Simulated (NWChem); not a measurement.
## Plane-wave run on BN (wurtzite type)

```xyz
4
Lattice="2.6339 0.0000 0.0000 -1.3169 2.2810 0.0000 0.0000 0.0000 4.3137" Properties=species:S:1:pos:R:3 pbc="T T T"
B      1.3169     0.7603     0.0000
B      0.0000     1.5207     2.1569
N      1.3169     0.7603     2.6969
N      0.0000     1.5207     0.5401
```

All runs are NWChem calculations. Origin of the cell: lattice set by a structure generator, not relaxed at this level; this structure type may not be the compound's usual one.

Norm-conserving pseudopotentials with valence charges B 3, N 5, fixed occupations, no spin-orbit coupling, density cut at twice the wavefunction cutoff.

Level: LDA (Vosko), default library, cutoff 40 Ha, density from a 5×5×3 mesh. Bands run along Γ–M–K–Γ–A–L–H–A with k in units of the cell's reciprocal vectors.

Problem. Give the band energies at the labelled points, in eV from the valence-band top.

Solution. 
```json
[
 {"point": "Γ", "k": "0.000 0.000 0.000", "band 5": "-2.01", "band 6": "-0.21", "band 7": "0.00", "band 8": "0.00", "band 9": "7.73", "band 10": "7.73"},
 {"point": "M", "k": "0.500 0.000 0.000", "band 5": "-6.38", "band 6": "-4.61", "band 7": "-4.02", "band 8": "-1.91", "band 9": "6.18", "band 10": "7.60"},
 {"point": "K", "k": "0.333 0.333 0.000", "band 5": "-6.70", "band 6": "-4.99", "band 7": "-4.99", "band 8": "-4.87", "band 9": "5.15", "band 10": "12.47"},
 {"point": "A", "k": "0.000 0.000 0.500", "band 5": "-1.12", "band 6": "-1.12", "band 7": "-1.12", "band 8": "-1.12", "band 9": "8.43", "band 10": "8.43"},
 {"point": "L", "k": "0.500 0.000 0.500", "band 5": "-3.46", "band 6": "-3.46", "band 7": "-3.23", "band 8": "-3.23", "band 9": "6.16", "band 10": "6.16"},
 {"point": "H", "k": "0.333 0.333 0.500", "band 5": "-7.03", "band 6": "-7.03", "band 7": "-2.73", "band 8": "-2.73", "band 9": "8.69", "band 10": "8.69"}
]
```
Bands up to 8 are filled.
